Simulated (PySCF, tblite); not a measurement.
# C2H15BN2Si3: geometry, infrared bands and NMR shifts

Wanted: the infrared bands and NMR shifts of C2H15BN2Si3 (`B[SiH2]C[Si@@H](NC)[SiH2]N`), by calculation.

Computed with tblite 0.8.0 and PySCF 2.14.0, with density-fitted response routines of our own, on a single molecule in the gas phase. Atoms are numbered from 0 throughout.

**1. Starting geometry**

23 atoms, charge 0, multiplicity 1; geometry from: force field or distance geometry start.

Bonds of the start (Å): B0–Si1 1.96, Si1–C2 1.82, C2–Si3 1.82, Si3–N4 1.79, N4–C5 1.45, Si3–Si6 2.20, Si6–N7 1.78, B0–H8 1.18, B0–H9 1.17, Si1–H10 1.48, Si1–H11 1.47, C2–H12 1.12, C2–H13 1.12, Si3–H14 1.49, N4–H15 1.04, C5–H16 1.12, C5–H17 1.12, C5–H18 1.10, Si6–H19 1.48, Si6–H20 1.49, N7–H21 1.03, N7–H22 1.03.

**2. Geometry optimisation with GFN2-xTB**

What the job is given:

```
{"job": {"kind": "relax", "xc": "GFN2-xTB", "basis": "xTB"}, "charge": 0, "multiplicity": 1}
B      3.744100    -0.152400     0.717300
Si     2.330200    -0.788000    -0.489400
C      1.118400     0.515500    -0.874900
Si    -0.405000     0.589300     0.126700
N     -1.771100     0.964000    -0.965100
C     -2.348200     2.216400    -0.509800
Si    -0.960500    -1.226000     1.242800
N     -1.891200    -2.408000     0.297700
H      3.510900     0.653000     1.546200
H      4.872800    -0.320400     0.447600
H      3.037700    -1.085500    -1.752400
H      1.757300    -2.060300    -0.027900
H      0.863400     0.428800    -1.958900
H      1.644000     1.500900    -0.797600
H     -0.301500     1.705700     1.103100
H     -2.463000     0.186200    -0.972300
H     -1.679300     3.055200    -0.846300
H     -2.399600     2.165600     0.609600
H     -3.346400     2.326600    -0.965900
H      0.166200    -1.894800     1.938800
H     -1.870700    -0.792800     2.345500
H     -1.980400    -2.164400    -0.703200
H     -1.632900    -3.387800     0.498400
```

Started as:

```bash
> OMP_NUM_THREADS=1 python probes_run.py task.json out
```

This one command runs all jobs of the session in turn.

**Question.** This job is followed by: GFN2-xTB harmonic vibrations, gas phase; GIAO PBE0/pcSseg-1 NMR shielding, non-relativistic, gas phase. What will the session give for the following? strongest single infrared mode (GFN2-xTB); zero-point energy (GFN2-xTB); ¹³C shifts against TMS (PBE0/pcSseg-1); ¹H shifts against TMS (PBE0/pcSseg-1, means over atoms taken as alike); ¹¹B shifts against BF3·OEt2 (PBE0/pcSseg-1); ²⁹Si shifts against TMS (PBE0/pcSseg-1); ¹⁵N shifts against NH3 (PBE0/pcSseg-1).

**Answer**, as computed:

| quantity | value |
| --- | --- |
| strongest single infrared mode (GFN2-xTB) | 2078 cm⁻¹, 506 km/mol |
| zero-point energy (GFN2-xTB) | 104.4 kcal/mol |
| ¹³C shifts against TMS (PBE0/pcSseg-1) | 34.3, 2.6 ppm |
| ¹H shifts against TMS (PBE0/pcSseg-1, means over atoms taken as alike) | 10.55, 5.08, 4.77, 4.31, 3.92, 3.91, 2.78, 1.06, 0.49, 0.09, -0.02 ppm |
| ¹¹B shifts against BF3·OEt2 (PBE0/pcSseg-1) | 111.8 ppm |
| ²⁹Si shifts against TMS (PBE0/pcSseg-1) | -21.9, -57.5, -81.9 ppm |
| ¹⁵N shifts against NH3 (PBE0/pcSseg-1) | 31.1, -1.2 ppm |

What this shows: Over 271 steps the energy fell by 1.147 eV; of the close pairs, Si1–C2 changed most, 1.821 to 1.918 Å. All 63 modes are real, so the xTB geometry is a minimum. The strongest single mode, at 2078 cm⁻¹, moves mainly H11. Unscaled tight-binding wavenumbers are off by several per cent, some by more. Its intensities can rank the bands wrongly. At PBE0/pcSseg-1: The widest tensor belongs to B0: span 295 ppm, with a paramagnetic part of -210 ppm.
